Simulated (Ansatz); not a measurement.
# CHBrF2: the cost of one run

Program: Ansatz 0.2.0. Level of theory: the levels named in each step. These are calculated values, not measurements.

## (1) The starting structure

Bond lengths: F1–C2 1.329 Å, C2–F3 1.329 Å, C2–Br4 1.950 Å, C2–H5 1.099 Å. Angles: F1–C2–F3 108.2°, F1–C2–Br4 109.4°, F1–C2–H5 110.1°, F3–C2–Br4 109.4°, F3–C2–H5 110.1°, Br4–C2–H5 109.5°.

As a file:

```xyz
5

F    -1.5044    1.1229   -0.3216
C    -1.0304    0.0476    0.2998
F    -1.5832   -1.0286   -0.2509
Br    0.9051   -0.0308    0.0738
H    -1.2733    0.0916    1.3708
```

## (2) A rough first relaxation, PBE-D4/def2-SVP

This run stands in another session on the same molecule. It ended at:

```xyz
5

F    -1.5140    1.1385   -0.3286
C    -1.0408    0.0477    0.2912
F    -1.5940   -1.0439   -0.2569
Br    0.9178   -0.0308    0.0859
H    -1.2553    0.0913    1.3802
```

## (3) Relaxation, B2PLYP/def2-TZVPP

Contents of input.yaml:

```yaml
crystal:
  periodic: [false, false, false]
  atoms:
    - { symbol: F, position_ang: [-1.5140191, 1.13846914, -0.32862508] }
    - { symbol: C, position_ang: [-1.04084238, 0.04770415, 0.29122062] }
    - { symbol: F, position_ang: [-1.59398749, -1.04386674, -0.25690474] }
    - { symbol: Br, position_ang: [0.91784264, -0.03081135, 0.08591934] }
    - { symbol: H, position_ang: [-1.25528366, 0.0913248, 1.38016987] }
basis:
  gaussian: { orbitals: def2-TZVPP }
hamiltonian:
  xc: { name: B2PLYP }
relax:
  f_tol: 0.002
  max_steps: 150
```

On the command line:

```
$ ansatz run input.yaml --threads 4 --pin off --max-ram 10240MiB --backend cpu --events-out ev --progress --plain --runs-dir out
```

**Question.** How long does this run take on 4 threads of Intel Xeon at 2.50GHz (Skylake/Cascade Lake), shared host, and how much memory does it need?

About 68 s, with a peak of 0.55 GiB.
